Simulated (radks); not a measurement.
**Co⁶⁺ in [Ar] 3d3: an all-electron calculation**

The task here is to estimate one member of a computed series from the others.

The numbers are computed with radks (a radial shooting solver on a logarithmic mesh, Libxc functionals) version 1 (scalar-relativistic Kohn-Sham, BLYP, spin-polarised, spherical densities, finite nucleus; open shells are filled with parallel spins first), except any that are marked as measured or tabulated.

### The system

| Quantity | Value |
| --- | --- |
| element | cobalt (Z = 27) |
| charge | +6 |
| electrons | 21 |
| configuration | [Ar] 3d3 |
| nuclear rms radius | 3.7875 fm |

Outer shells as boxes (Hund's rule):

Co⁶⁺
```
[Ar] core
3d [↑ ][↑ ][↑ ][  ][  ]
```

Set-up of the first run:

Input:

```text
Z 27
configuration [Ar] 3d3
relativity scalar-relativistic
functional b88,lyp
spin polarised
nucleus finite rms 3.7875 fm
c 137.035999084
```

Command:

```console
$ python run_ks.py task.json out
```

This one command runs every case of the session in turn.

One of the session's tables, all rows but one given; the rest of the session is left out.

It belongs to the step «Orbitals and density». From the orbitals of this run (lengths in bohr):

| level | <r> | outermost maximum (interpolated) | 90 % within | nodes |
| --- | --- | --- | --- | --- |
| 1s down | 0.05620 | 0.0368 | 0.100 | 0 |
| 1s up | 0.05620 | 0.0368 | 0.100 | 0 |
| 2s up | 0.2556 | 0.213 | 0.396 | 1 |
| 2s down | 0.2552 | 0.213 | 0.395 | 1 |
| 2p up | 0.2251 | 0.172 | 0.369 | 0 |
| 2p down | 0.2247 | 0.172 | 0.368 | 0 |
| 3s up | 0.7391 | 0.655 | 1.09 | 2 |
| 3s down | 0.7423 | 0.657 | 1.10 | 2 |
| 3p up | 0.7591 | 0.658 | 1.15 | 1 |
| 3p down | 0.7638 | 0.660 | 1.16 | 1 |
| 3d up | 0.7840 | 0.605 | 1.26 | 0 |
| 3d down | ? | ? | ? | ? |

Q: Estimate the row for 3d down from the others.

**Answer.** <r>: 0.7958; outermost maximum (interpolated): 0.609; 90 % within: 1.29; nodes: 0. In the column «<r>» it is the highest.

Caveats from the session: Open shells are spherical and high-spin; term and fine-structure splittings are not resolved.
